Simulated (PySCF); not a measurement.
# Mn: excitation energy in aug-cc-pwCVTZ-DK

Each state of manganese is computed at each level; their differences give the excitation energy. How far do the methods differ?

The numbers are computed with PySCF 2.14.0 (unrestricted determinants in a Gaussian basis, no spin-orbit coupling in the energies), except any that are marked as measured or tabulated.

**1. What is computed**

* Element: manganese (Z = 25)
* Basis: aug-cc-pwCVTZ-DK (10s9p7d4f3g, 127 functions)
* Hamiltonian: the spin-free X2C one-electron Hamiltonian (Gaussian nucleus)
* State 1: Mn: [Ar] 3d7, high-spin 4F determinant (an excited configuration)
* Needed too, but not shown: Mn [Ar] 3d5 4s2 (6S)
* Methods: UHF, LDA, PBE, PBE0, r2SCAN, M06-L, wB97X-V, wB97M-V, MP2
* Core shells frozen in the correlated runs: valence: [Ar]; valence and next inner shell: [Ne]; all electrons: nothing (for Mn)

Outer shells as boxes (Hund's rule):

Mn [Ar] 3d7
```
[Ar] core
3d [↑↓][↑↓][↑ ][↑ ][↑ ]
```

The runs were made by one driver on top of PySCF. The scripts below sum up each run's settings (the driver also hands on starting orbitals that pick excited configurations, and frozen orbitals as a list rather than a count), and the logs come from the driver's own runs. The driver starts from symmetry-adapted Hartree-Fock orbitals, holds the occupation by maximum overlap and uses a logarithmic radial grid for functionals, so a plain start would take other cycles.

The integrals over 127 functions and the set-up took 9.4 s of CPU time.

**2. Mn [Ar] 3d7**

Level: UHF.

File input.py:

```python
from pyscf import gto, scf, dft, mp, cc
import basis_set_exchange as bse
mol = gto.M(atom="Mn 0 0 0", charge=0, spin=3, symmetry="D2h",
            basis=gto.basis.parse(bse.get_basis("aug-cc-pwCVTZ-DK", elements=["Mn"], fmt="nwchem")),
            nucmod="G")
mf = scf.UHF(mol).sfx2c1e()
mf.irrep_nelec = {'Ag': (5, 4), 'B1g': (1, 1), 'B2g': (1, 0), 'B3g': (1, 0), 'B1u': (2, 2), 'B2u': (2, 2), 'B3u': (2, 2)}
mf.kernel()
```

Level: LDA.

Changes to input.py:

```diff
@@ -5,3 +5,3 @@
             nucmod="G")
-mf = scf.UHF(mol).sfx2c1e()
+mf = dft.UKS(mol, xc="LDA,VWN").sfx2c1e()
 mf.irrep_nelec = {'Ag': (5, 4), 'B1g': (1, 1), 'B2g': (1, 0), 'B3g': (1, 0), 'B1u': (2, 2), 'B2u': (2, 2), 'B3u': (2, 2)}
```

Level: PBE.

Changes to input.py:

```diff
@@ -5,3 +5,3 @@
             nucmod="G")
-mf = dft.UKS(mol, xc="LDA,VWN").sfx2c1e()
+mf = dft.UKS(mol, xc="PBE").sfx2c1e()
 mf.irrep_nelec = {'Ag': (5, 4), 'B1g': (1, 1), 'B2g': (1, 0), 'B3g': (1, 0), 'B1u': (2, 2), 'B2u': (2, 2), 'B3u': (2, 2)}
```

Level: PBE0.

Changes to input.py:

```diff
@@ -5,3 +5,3 @@
             nucmod="G")
-mf = dft.UKS(mol, xc="PBE").sfx2c1e()
+mf = dft.UKS(mol, xc="PBE0").sfx2c1e()
 mf.irrep_nelec = {'Ag': (5, 4), 'B1g': (1, 1), 'B2g': (1, 0), 'B3g': (1, 0), 'B1u': (2, 2), 'B2u': (2, 2), 'B3u': (2, 2)}
```

Level: r2SCAN.

Changes to input.py:

```diff
@@ -5,3 +5,3 @@
             nucmod="G")
-mf = dft.UKS(mol, xc="PBE0").sfx2c1e()
+mf = dft.UKS(mol, xc="R2SCAN").sfx2c1e()
 mf.irrep_nelec = {'Ag': (5, 4), 'B1g': (1, 1), 'B2g': (1, 0), 'B3g': (1, 0), 'B1u': (2, 2), 'B2u': (2, 2), 'B3u': (2, 2)}
```

Level: M06-L.

Changes to input.py:

```diff
@@ -5,3 +5,3 @@
             nucmod="G")
-mf = dft.UKS(mol, xc="R2SCAN").sfx2c1e()
+mf = dft.UKS(mol, xc="M06L").sfx2c1e()
 mf.irrep_nelec = {'Ag': (5, 4), 'B1g': (1, 1), 'B2g': (1, 0), 'B3g': (1, 0), 'B1u': (2, 2), 'B2u': (2, 2), 'B3u': (2, 2)}
```

Level: wB97X-V.

Changes to input.py:

```diff
@@ -5,3 +5,3 @@
             nucmod="G")
-mf = dft.UKS(mol, xc="M06L").sfx2c1e()
+mf = dft.UKS(mol, xc="WB97X_V").sfx2c1e()
 mf.irrep_nelec = {'Ag': (5, 4), 'B1g': (1, 1), 'B2g': (1, 0), 'B3g': (1, 0), 'B1u': (2, 2), 'B2u': (2, 2), 'B3u': (2, 2)}
```

Level: wB97M-V.

Changes to input.py:

```diff
@@ -5,3 +5,3 @@
             nucmod="G")
-mf = dft.UKS(mol, xc="WB97X_V").sfx2c1e()
+mf = dft.UKS(mol, xc="WB97M_V").sfx2c1e()
 mf.irrep_nelec = {'Ag': (5, 4), 'B1g': (1, 1), 'B2g': (1, 0), 'B3g': (1, 0), 'B1u': (2, 2), 'B2u': (2, 2), 'B3u': (2, 2)}
```

Level: MP2 (valence).

Changes to input.py:

```diff
@@ -5,4 +5,5 @@
             nucmod="G")
-mf = dft.UKS(mol, xc="WB97M_V").sfx2c1e()
+mf = scf.UHF(mol).sfx2c1e()
 mf.irrep_nelec = {'Ag': (5, 4), 'B1g': (1, 1), 'B2g': (1, 0), 'B3g': (1, 0), 'B1u': (2, 2), 'B2u': (2, 2), 'B3u': (2, 2)}
 mf.kernel()
+mp.UMP2(mf, frozen=9).kernel()
```

**3. Mn [Ar] 3d7, continued**

Level: MP2 (valence and next inner shell).

input.py: that of step 2 with these lines changed.

```diff
@@ -8,2 +8,2 @@
 mf.kernel()
-mp.UMP2(mf, frozen=9).kernel()
+mp.UMP2(mf, frozen=5).kernel()
```

Level: MP2 (all electrons).

Changes to input.py:

```diff
@@ -8,2 +8,2 @@
 mf.kernel()
-mp.UMP2(mf, frozen=5).kernel()
+mp.UMP2(mf, frozen=0).kernel()
```

What does the calculation give?

As calculated:

| quantity | value |
| --- | --- |
| excitation energy, Mn → [Ar] 3d7 | UHF 8.938, MP2 (all electrons) 5.501 eV |

What this shows: The methods span 4.562 eV, from PBE (4.377) to UHF (8.938). No reference value is at hand in this session. The basis is finite, and no extrapolation was made.
